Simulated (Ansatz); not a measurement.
# CuSi9O18: the cost of one run

Method: DFT PBE, scalar-relativistic, plane waves, PAW, in Ansatz 0.2.0.

2 further runs of the same task are left out: 2 set aside as unsound or not needed.

## 1. The structure to begin with

Symmetry: P3_221, No. 154, trigonal system. The conventional cell has a = 5.018 Å, b = 5.018 Å, c = 5.509 Å, α = 90.00°, β = 90.00°, γ = 120.00°. Si (site symmetry 2) is surrounded by 4 O at 1.63 Å. Around O (site symmetry 1) lie 2 Si at 1.63 Å.

Structure file:

```
Si O
1.0
     5.01843    0.00000    0.00000
    -2.50922    4.34609    0.00000
     0.00000    0.00000    5.50950
Si O
3 6
Direct
  0.00000 0.47642 0.33333
  0.52358 0.52358 0.00000
  0.47642 0.00000 0.66667
  0.15837 0.74396 0.53898
  0.58559 0.84163 0.87232
  0.25604 0.41441 0.20565
  0.41441 0.25604 0.79435
  0.84163 0.58559 0.12768
  0.74396 0.15837 0.46102
```

It goes back to an entry of the Materials Project, which need not be the stable form.

This cell was relaxed beforehand with the same method: volume 13.35 Å³/atom, gap on the mesh 5.68 eV.

The host's static dielectric tensor, from an earlier linear-response run, has a mean of 4.64.

The perfect supercell (rows -1 0 1; 0 -1 1; 1 1 1 in vectors of this cell) comes from an earlier run at this level (27 atoms, E(σ→0) -15966.6681 eV, gap 6.28 eV on its own mesh).

## 2. The defect cell

The extra atom is put at (0.389, 0.056, 0.389) of the supercell, the middle of a void of radius 2.31 Å. A small random displacement (spread 0.06 Å) lets the symmetry of the site break. Its neighbours are 2 O at 2.31 Å, 2 O at 2.35 Å, 2 O at 2.42 Å, 2 Si at 2.48 Å.

## 3. Relaxing the defect, charge 0

input.yaml

```yaml
crystal:
  lattice:
    - [-5.0184321845, 0.0, 5.5094999628]
    - [2.5092160922, -4.3460897589, 5.5094999628]
    - [2.5092160922, 4.3460897589, 5.5094999628]
  atoms:
    - { symbol: Si, position: [0.6032514171, 0.1268304991, 0.6032514171] }
    - { symbol: Si, position: [0.9365847505, 0.4601638324, 0.9365847505] }
    - { symbol: Si, position: [0.2699180838, 0.7934971657, 0.2699180838] }
    - { symbol: Si, position: [0.1360430395, 0.1558731985, 0.695601305] }
    - { symbol: Si, position: [0.492140306, 0.492140306, 0.015719388] }
    - { symbol: Si, position: [0.8254736394, 0.8254736394, 0.3490527213] }
    - { symbol: Si, position: [0.2379416102, 0.7143625282, 0.7143625282] }
    - { symbol: Si, position: [0.5882747774, 0.0629602639, 0.0352335398] }
    - { symbol: Si, position: [0.9046082769, 0.3810291949, 0.3810291949] }
    - { symbol: O, position: [0.3193426771, 0.7411125067, 0.4760245405] }
    - { symbol: O, position: [0.6554027872, 0.069808092, 0.8137730833] }
    - { symbol: O, position: [0.9887361206, 0.4031414253, 0.1471064166] }
    - { symbol: O, position: [0.1809192031, 0.9248841944, 0.7665138983] }
    - { symbol: O, position: [0.5082629734, 0.2530706325, 0.1028454491] }
    - { symbol: O, position: [0.8475858698, 0.5915508611, 0.433180565] }
    - { symbol: O, position: [0.0359953055, 0.8776250095, 0.2920303142] }
    - { symbol: O, position: [0.3705687307, 0.2097518893, 0.6255522169] }
    - { symbol: O, position: [0.7026619722, 0.5442916761, 0.9586969809] }
    - { symbol: O, position: [0.0739872091, 0.223258589, 0.497988347] }
    - { symbol: O, position: [0.4071912567, 0.5655615527, 0.8215965614] }
    - { symbol: O, position: [0.74052459, 0.8988948861, 0.1549298948] }
    - { symbol: O, position: [0.6691346559, 0.935371539, 0.5201803022] }
    - { symbol: O, position: [0.0100059972, 0.2660410059, 0.8516357011] }
    - { symbol: O, position: [0.3433393305, 0.5993743392, 0.1849690344] }
    - { symbol: O, position: [0.7104854503, 0.2960801455, 0.4544504416] }
    - { symbol: O, position: [0.0438187836, 0.6294134789, 0.7877837749] }
    - { symbol: O, position: [0.3783468995, 0.9481777986, 0.1306086894] }
    - { symbol: Cu, position: [0.3977232216, 0.0494085467, 0.3723673003], spin: 2.0 }
  host:
    lattice:
      - [5.0184321845, 0.0, 0.0]
      - [-2.5092160922, 4.3460897589, 0.0]
      - [0.0, 0.0, 5.5094999628]
    atoms:
      - { symbol: Si, position: [0.0, 0.4764209181, 0.3333333333] }
      - { symbol: Si, position: [0.5235790819, 0.5235790819, 0.0] }
      - { symbol: Si, position: [0.4764209181, 0.0, 0.6666666667] }
      - { symbol: O, position: [0.1583702961, 0.7439649913, 0.5389839625] }
      - { symbol: O, position: [0.5855946952, 0.8416297039, 0.8723172959] }
      - { symbol: O, position: [0.2560350087, 0.4144053048, 0.2056506292] }
      - { symbol: O, position: [0.4144053048, 0.2560350087, 0.7943493708] }
      - { symbol: O, position: [0.8416297039, 0.5855946952, 0.1276827041] }
      - { symbol: O, position: [0.7439649913, 0.1583702961, 0.4610160375] }
basis:
  ecutwfc: 420
  xc_grid: 2
kpoints:
  mp_grid: { grid: [2, 2, 2], shift: [0.5, 0.5, 0.5] }
hamiltonian:
  xc: pbe
scf:
  occupations: { method: gaussian, width: 0.01 }
output:
  forces: true
  stress: false
  eigenvalues: true
  populations: true
  charged_corrections:
    defect_position: [0.38888889, 0.05555556, 0.38888889]
    epsilon: [[4.5616, 0.0, 0.0], [0.0, 4.5616, 0.0], [0.0, 0.0, 4.791]]
  write_density: true
  write_potential: true
  elf: true
  volumetric_format: npy
magnetization:
  spin_polarized: true
relax:
  adjacent_minimum: "off"
  f_tol: 0.025
  max_steps: 45
```

Launch:

```sh
> ansatz run input.yaml --threads 4 --pin off --max-ram 10240MiB --backend cpu --events-out ev --progress --plain --runs-dir out
```

**Question.** How long does this run take on 4 threads of Intel Xeon at 2.50GHz (Skylake/Cascade Lake), shared host, and how much memory does it need?

About 6.8 min, with a peak of 1.2 GiB.
